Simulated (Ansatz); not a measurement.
# CH₇ClGeSi: a ladder of functionals and wavefunction methods

The task here is to estimate one member of a computed series from the others.

Method: functionals in def2-TZVPP, the program's frozen cores in correlated methods; program: Ansatz 0.2.0, Gaussian basis.

Levels to be run: PBE-D4, r2SCAN-D4, PBE0-D4, B3LYP-D4, ωB97X-V, ωB97M-V, B2PLYP; CCSD(T)/def2-TZVPP; MP2/def2-QZVPP; extrapolation to the limit.

## Structure used throughout

An earlier PBE0-D4 in a triple-zeta def2 set relaxation fixed the geometry.

SMILES `[SiH3][CH2][GeH2][Cl]`, 11 atoms, charge 0, spin multiplicity 1.

Atoms are counted from 1 here; the program's logs count them from 0.

Bond lengths: Si1–C2 1.876 Å, Si1–H5 1.483 Å, Si1–H6 1.488 Å, Si1–H7 1.488 Å, C2–Ge3 1.944 Å, C2–H8 1.095 Å, C2–H9 1.093 Å, Ge3–Cl4 2.164 Å, Ge3–H10 1.536 Å, Ge3–H11 1.536 Å. Angles: C2–Si1–H5 110.7°, C2–Si1–H6 109.8°, C2–Si1–H7 109.8°, H5–Si1–H6 108.9°, H5–Si1–H7 109.1°, H6–Si1–H7 108.5°, Si1–C2–Ge3 114.7°, Si1–C2–H8 109.3°, Si1–C2–H9 109.9°, Ge3–C2–H8 106.8°, Ge3–C2–H9 108.4°, H8–C2–H9 107.4°, C2–Ge3–Cl4 108.0°, C2–Ge3–H10 111.8°, C2–Ge3–H11 112.9°, Cl4–Ge3–H10 106.3°, Cl4–Ge3–H11 106.0°, H10–Ge3–H11 111.4°.

As a file:

```mol
CH7ClGeSi
  3D, bonds by distance, orders not assigned

 11 10  0  0  0  0  0  0  0  0999 V2000
   -0.4720    1.5338    0.0895 Si  0  0
   -0.2729   -0.2059    0.7627 C   0  0
    0.7211   -1.4153   -0.3899 Ge  0  0
   -0.1671   -1.3397   -2.3612 Cl  0  0
   -1.4226    1.5504   -1.0488 H   0  0
   -0.9854    2.4322    1.1587 H   0  0
    0.8461    2.0498   -0.3680 H   0  0
    0.2629   -0.1655    1.7171 H   0  0
   -1.2551   -0.6446    0.9569 H   0  0
    2.1816   -0.9717   -0.5578 H   0  0
    0.6289   -2.8807    0.0615 H   0  0
  1  2  8  0
  2  3  8  0
  3  4  8  0
  1  5  8  0
  1  6  8  0
  1  7  8  0
  2  8  8  0
  2  9  8  0
  3 10  8  0
  3 11  8  0
M  END
```

Set-up of the first run:

in.yaml

```yaml
crystal:
  periodic: [false, false, false]
  atoms:
    - {symbol: Si, position_ang: [-0.472046, 1.533826, 0.089498]}
    - {symbol: C, position_ang: [-0.272860, -0.205899, 0.762696]}
    - {symbol: Ge, position_ang: [0.721139, -1.415316, -0.389899]}
    - {symbol: Cl, position_ang: [-0.167119, -1.339732, -2.361245]}
    - {symbol: H, position_ang: [-1.422644, 1.550413, -1.048832]}
    - {symbol: H, position_ang: [-0.985393, 2.432158, 1.158668]}
    - {symbol: H, position_ang: [0.846130, 2.049840, -0.368012]}
    - {symbol: H, position_ang: [0.262856, -0.165453, 1.717135]}
    - {symbol: H, position_ang: [-1.255078, -0.644607, 0.956893]}
    - {symbol: H, position_ang: [2.181602, -0.971699, -0.557811]}
    - {symbol: H, position_ang: [0.628914, -2.880729, 0.061507]}
basis:
  gaussian: {orbitals: def2-TZVPP}
hamiltonian: {xc: pbe, dispersion: d4}
output: {forces: true, orbitals: {seedname: orbitals}}
```

Command:

```
ansatz run in.yaml --threads 4 --pin off --events-out ev --progress --plain --max-ram 10444MiB
```

Among the steps run: PBE-D4 (GGA); r2SCAN-D4 (meta-GGA); PBE0-D4 (hybrid); B3LYP-D4 (hybrid); ωB97X-V (range-separated); ωB97M-V (range-separated); B2PLYP (double hybrid); CCSD(T) in def2-TZVPP; MP2 in def2-QZVPP.

One of the session's tables, all rows but one given; the rest of the session is left out.

```
            method  atomisation energy (eV)
            PBE-D4                   35.431
         r2SCAN-D4                   35.649
           PBE0-D4                   35.342
          B3LYP-D4                   35.400
           ωB97X-V                   35.858
           ωB97M-V                   35.585
            B2PLYP                        ?
     HF/def2-TZVPP                   27.012
    MP2/def2-TZVPP                   34.962
   CCSD/def2-TZVPP                   34.586
CCSD(T)/def2-TZVPP                   34.972
           MP2/CBS                   35.716
       CCSD(T)/CBS                   35.725
```

Q: Estimate the row for B2PLYP from the others.

The run gave: atomisation energy (eV): 35.052. In the column «atomisation energy (eV)» it lies between CCSD(T)/def2-TZVPP (34.972) and PBE0-D4 (35.342).

To keep in mind: Free atoms (1 Si, 1 C, 1 Ge, 1 Cl, 7 H) were run apart at each level; the atomisation energy is their sum less the molecule, without zero-point or spin-orbit terms.
